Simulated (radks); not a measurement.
**Cd⁵⁺ in [Ar] 3d10 4s1 4p6 4d8: an all-electron calculation**

One table from this session's results is given with a row withheld; the runs are named, their logs left out.

Program: radks (a radial shooting solver on a logarithmic mesh, Libxc functionals) version 1. Level of theory: scalar-relativistic Kohn-Sham, revPBE, spin-polarised, spherical densities, finite nucleus; open shells are filled with parallel spins first. These are calculated values, not measurements, unless marked.

## The system

| Quantity | Value |
| --- | --- |
| element | cadmium (Z = 48) |
| charge | +5 |
| electrons | 43 |
| configuration | [Ar] 3d10 4s1 4p6 4d8 |
| nuclear rms radius | 4.6087 fm |

Outer shells as boxes (Hund's rule):

Cd⁵⁺
```
[Ar] core
3d [↑↓][↑↓][↑↓][↑↓][↑↓]
4s [↑ ]
4p [↑↓][↑↓][↑↓]
4d [↑↓][↑↓][↑↓][↑ ][↑ ]
```

Set-up of the first run:

The run's settings:

```text
Z 48
configuration [Ar] 3d10 4s1 4p6 4d8
relativity scalar-relativistic
functional pbe_r,pbe
spin polarised
nucleus finite rms 4.6087 fm
c 137.035999084
```

Launch:

```console
python run_ks.py task.json out
```

All runs below come from this command, one after another.

One table of the session follows, with a row left open; its other results are not shown here.

It belongs to the step «Orbitals and density». From the orbitals of this run (lengths in bohr):

| level | <r> | outermost maximum (interpolated) | 90 % within | nodes |
| --- | --- | --- | --- | --- |
| 1s up | 0.03040 | 0.0197 | 0.0546 | 0 |
| 1s down | 0.03040 | 0.0197 | 0.0546 | 0 |
| 2s up | 0.1316 | 0.111 | 0.203 | 1 |
| 2s down | 0.1316 | 0.111 | 0.203 | 1 |
| 2p up | 0.1149 | 0.0890 | 0.187 | 0 |
| 2p down | 0.1149 | 0.0890 | 0.187 | 0 |
| 3s up | 0.3581 | 0.324 | 0.527 | 2 |
| 3s down | 0.3580 | 0.324 | 0.527 | 2 |
| 3p up | 0.3568 | 0.317 | 0.537 | 1 |
| 3p down | 0.3567 | 0.317 | 0.536 | 1 |
| 3d up | ? | ? | ? | ? |
| 3d down | 0.3341 | 0.266 | 0.527 | 0 |
| 4s up | 0.8625 | 0.790 | 1.24 | 3 |
| 4s down | 0.8638 | 0.790 | 1.25 | 3 |
| 4p up | 0.9279 | 0.835 | 1.36 | 2 |
| 4p down | 0.9309 | 0.836 | 1.36 | 2 |
| 4d up | 1.097 | 0.935 | 1.66 | 1 |
| 4d down | 1.109 | 0.939 | 1.69 | 1 |

**Question.** Estimate the row for 3d up.

As computed: <r>: 0.3344; outermost maximum (interpolated): 0.266; 90 % within: 0.528; nodes: 0. In the column «<r>» it lies between 3d down (0.3341) and 3p down (0.3567).
